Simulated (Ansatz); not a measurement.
C2H5ClSi2, SMILES C#C[SiH]([SiH3])Cl, harmonic frequencies at the relaxed geometry

Program: Ansatz 0.2.0 through its Python package.

Notebook, run cell by cell (the value of a cell's last expression is shown):

```python
from dataclasses import dataclass

import ansatz
from ase import Atoms
from ase.thermochemistry import IdealGasThermo
import numpy as np
```

```python
@dataclass
class Settings:
    basis_set: str = "def2-SVP"
    xc: str = "pbe0"
```

```python
cfg = Settings()

atoms = Atoms(["C", "C", "Si", "Si", "Cl", "H", "H", "H", "H", "H"], positions=[
    (-1.5131, 1.8925, 1.2758),
    (-0.8211, 1.3761, 0.5035),
    (0.3066, 0.5188, -0.7026),
    (0.7687, -1.6532, -0.0463),
    (-0.4881, 0.5902, -2.5829),
    (-2.2251, 2.4529, 1.9317),
    (1.6562, 1.2581, -0.7679),
    (1.6486, -2.3445, -0.9949),
    (-0.5741, -2.4186, 0.0559),
    (1.3244, -1.7236, 1.3306),
])
mol = ansatz.Crystal.molecule_from_ase(atoms)
```

```python
calculation = mol.calculation().basis(gaussian=cfg.basis_set).functional(cfg.xc)
symbols = [site.symbol for site in mol.cartesian_sites]
start = np.array([site.position_ang for site in mol.cartesian_sites], dtype=float)
def progress(event):
    if event["event"] == "relax_step":
        row = event["data"]
        print(f"step {row['step']:3d}  E = {row['lagrangian_ev']:.6f} eV  max force {row['allowed_force_max_ev_ang']:.4f} eV/A")
```

```python
r = calculation.relax(force_tolerance=0.003).session().plan().execute(on_event=progress).report
end = np.array(r["positions_ang"])
```

    step   1  E = -30408.432513 eV  max force 5.5171 eV/A
    step   2  E = -30408.768456 eV  max force 0.3513 eV/A
    step   3  E = -30408.794482 eV  max force 0.3460 eV/A
    step   4  E = -30408.801561 eV  max force 0.0609 eV/A
    step   5  E = -30408.802281 eV  max force 0.0090 eV/A
    step   6  E = -30408.802352 eV  max force 0.0043 eV/A
    step   7  E = -30408.802362 eV  max force 0.0005 eV/A

```python
print("bond        before    after (A)")
for i, j in [(0, 1), (0, 5), (1, 2), (2, 3), (2, 4), (2, 6), (3, 7), (3, 8), (3, 9)]:
    d0, d1 = (np.linalg.norm(xyz[i] - xyz[j]) for xyz in (start, end))
    print(f"{symbols[i]}{i}-{symbols[j]}{j}".ljust(10), f"{d0:8.4f} {d1:8.4f}")
for i, j, k in [(1, 0, 5), (0, 1, 2), (1, 2, 3), (1, 2, 4), (1, 2, 6), (3, 2, 4), (3, 2, 6), (4, 2, 6)]:
    u, v = end[i] - end[j], end[k] - end[j]
    print(f"angle {symbols[i]}{i}-{symbols[j]}{j}-{symbols[k]}{k}: {np.degrees(np.arccos(np.clip(u @ v / np.linalg.norm(u) / np.linalg.norm(v), -1, 1))):.2f} deg")
```

    bond        before    after (A)
    C0-C1        1.1584   1.2174
    C0-H5        1.1186   1.0762
    C1-Si2       1.8605   1.8295
    Si2-Si3      2.3156   2.3433
    Si2-Cl4      2.0426   2.0787
    Si2-H6       1.5402   1.4898
    Si3-H7       1.4670   1.4941
    Si3-H8       1.5490   1.4931
    Si3-H9       1.4865   1.4950
    angle C1-C0-H5: 179.62 deg
    angle C0-C1-Si2: 177.63 deg
    angle C1-Si2-Si3: 109.91 deg
    angle C1-Si2-Cl4: 109.41 deg
    angle C1-Si2-H6: 108.82 deg
    angle Si3-Si2-Cl4: 107.75 deg
    angle Si3-Si2-H6: 113.15 deg
    angle Cl4-Si2-H6: 107.72 deg

```python
# frequencies need a stationary point, so they are taken at the relaxed geometry
minimum = ansatz.Crystal.molecule()
for symbol, xyz in zip(symbols, end):
    minimum = minimum.atom(symbol, xyz.tolist())
vibrating = (
    minimum.calculation()
    .basis(gaussian=cfg.basis_set)
    .functional(cfg.xc)
    .phonons(temperatures=(100, 500, 100))
)
vib = vibrating.run().report["vibrations"]
sums = vib["harmonic_sums"]
modes = [m["omega_inv_cm"] for m in sums["modes_at_gamma"] if m["rigid_motion"] == "no"]
print("frequencies (1/cm):", " ".join(f"{w:.0f}" for w in modes))
print("imaginary modes:", sum(w < 0 for w in modes), " zero-point energy:", round(sums["zero_point_energy_ev"], 4), "eV")
# rigid rotor and ideal gas, symmetry number taken as one
gas = IdealGasThermo(vib_energies=[w / 8065.544 for w in modes if w > 0], geometry="linear" if len(modes) == 3 * len(symbols) - 5 else "nonlinear",
                     atoms=Atoms(symbols, positions=end), symmetrynumber=1, spin=0.0)
print(f"H(298 K) - E = {gas.get_enthalpy(298.15, verbose=False):.4f} eV")
print(f"S(298 K, 1 bar) = {96485.33 * gas.get_entropy(298.15, 1e5, verbose=False):.1f} J/(mol K) with symmetry number 1")
```

    frequencies (1/cm): 87 109 120 135 291 330 404 508 527 559 659 740 756 761 798 867 929 930 2162 2227 2240 2245 2251 3472
    imaginary modes: 0  zero-point energy: 1.4943 eV
    H(298 K) - E = 1.7392 eV
    S(298 K, 1 bar) = 372.6 J/(mol K) with symmetry number 1

Total energies depend on the basis set; only differences at equal settings carry meaning. The frequencies are harmonic and unscaled, in a modest basis. The result belongs to the one conformer reached from this start, and soft torsions count as harmonic oscillators. The entropy takes a symmetry number of 1; a symmetric molecule's is lower by R ln(sigma). The whole script took 4 min on 1 thread of Arm Neoverse V2, on a shared host, peak memory 0.37 GiB.

(Lines on the test bed's own set-up are left out of the output.)
